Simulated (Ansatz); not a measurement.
# CH₇InO₂SSi: basis-set convergence

One table from this session's results is given with a row withheld; the runs are named, their logs left out.

Method: one geometry, several basis sets; program: Ansatz 0.2.0, Gaussian basis.

The runs, in order: PBE0-D4/def2-SVP; ωB97M-V/def2-SVP; PBE0-D4/def2-QZVPP; ωB97M-V/def2-QZVPP; the functionals' def2-TZVPP values are taken from earlier runs.

## The relaxed structure

The geometry comes from an earlier relaxation with PBE0-D4 in a triple-zeta def2 set; it is a stationary point, not always the lowest conformer. In takes the def2 core potential; no spin-orbit term is included.

SMILES `C[O][In]([SH])[O][SiH3]`, 13 atoms, charge 0, spin multiplicity 1.

Atoms are counted from 1 here; the program's logs count them from 0.

Bond lengths: C1–O2 1.408 Å, C1–H7 1.095 Å, C1–H8 1.097 Å, C1–H9 1.097 Å, O2–In3 1.968 Å, In3–S4 2.347 Å, In3–O5 1.978 Å, S4–H10 1.345 Å, O5–Si6 1.627 Å, Si6–H11 1.492 Å, Si6–H12 1.488 Å, Si6–H13 1.492 Å. Angles: O2–C1–H7 107.9°, O2–C1–H8 112.8°, O2–C1–H9 112.7°, H7–C1–H8 107.6°, H7–C1–H9 107.7°, H8–C1–H9 107.9°, C1–O2–In3 121.4°, O2–In3–S4 125.7°, O2–In3–O5 116.4°, S4–In3–O5 117.9°, In3–S4–H10 91.4°, In3–O5–Si6 139.8°, O5–Si6–H11 111.6°, O5–Si6–H12 109.3°, O5–Si6–H13 111.6°, H11–Si6–H12 108.4°, H11–Si6–H13 107.4°, H12–Si6–H13 108.4°.

Set-up of the first run:

in.yaml

```yaml
crystal:
  periodic: [false, false, false]
  atoms:
    - {symbol: C, position_ang: [-0.266703, -0.860098, 1.977941]}
    - {symbol: O, position_ang: [0.893322, -0.070268, 1.858333]}
    - {symbol: In, position_ang: [1.358435, 0.817495, 0.164558]}
    - {symbol: S, position_ang: [3.242230, 2.168782, -0.200420]}
    - {symbol: O, position_ang: [0.117881, 0.527942, -1.348897]}
    - {symbol: Si, position_ang: [-1.277356, -0.239761, -1.681340]}
    - {symbol: H, position_ang: [-0.293780, -1.265879, 2.994090]}
    - {symbol: H, position_ang: [-0.278423, -1.707688, 1.281020]}
    - {symbol: H, position_ang: [-1.188352, -0.284851, 1.824083]}
    - {symbol: H, position_ang: [2.887499, 2.376359, -1.481240]}
    - {symbol: H, position_ang: [-2.385642, 0.227242, -0.797845]}
    - {symbol: H, position_ang: [-1.658842, 0.025637, -3.094410]}
    - {symbol: H, position_ang: [-1.150279, -1.714902, -1.495861]}
basis:
  gaussian: {orbitals: def2-SVP}
hamiltonian: {xc: pbe0, dispersion: d4}
output: {orbitals: {seedname: orbitals}}
```

Launch:

```
> ansatz run in.yaml --threads 2 --pin off --events-out ev --progress --plain --max-ram 32768MiB --backend cpu
```

Among the steps run: PBE0-D4 in def2-SVP; ωB97M-V in def2-SVP; PBE0-D4 in def2-QZVPP; ωB97M-V in def2-QZVPP.

One table of the session follows, with a row left open; its other results are not shown here.

It belongs to the step «Density functionals: the series». 

| functional | basis | HOMO (eV) | LUMO (eV) |
| --- | --- | --- | --- |
| PBE0-D4 | def2-SVP | -7.68 | -1.84 |
| PBE0-D4 | def2-TZVPP | -7.83 | -2.01 |
| PBE0-D4 | def2-QZVPP | -7.85 | -2.06 |
| ωB97M-V | def2-SVP | -9.96 | 0.14 |
| ωB97M-V | def2-TZVPP | ? | ? |
| ωB97M-V | def2-QZVPP | -10.16 | -0.32 |

Q: Estimate the row for ωB97M-V, def2-TZVPP from the others.

The run gave: HOMO (eV): -10.13; LUMO (eV): -0.14. In the column «HOMO (eV)» it lies between ωB97M-V, def2-QZVPP (-10.16) and ωB97M-V, def2-SVP (-9.96).
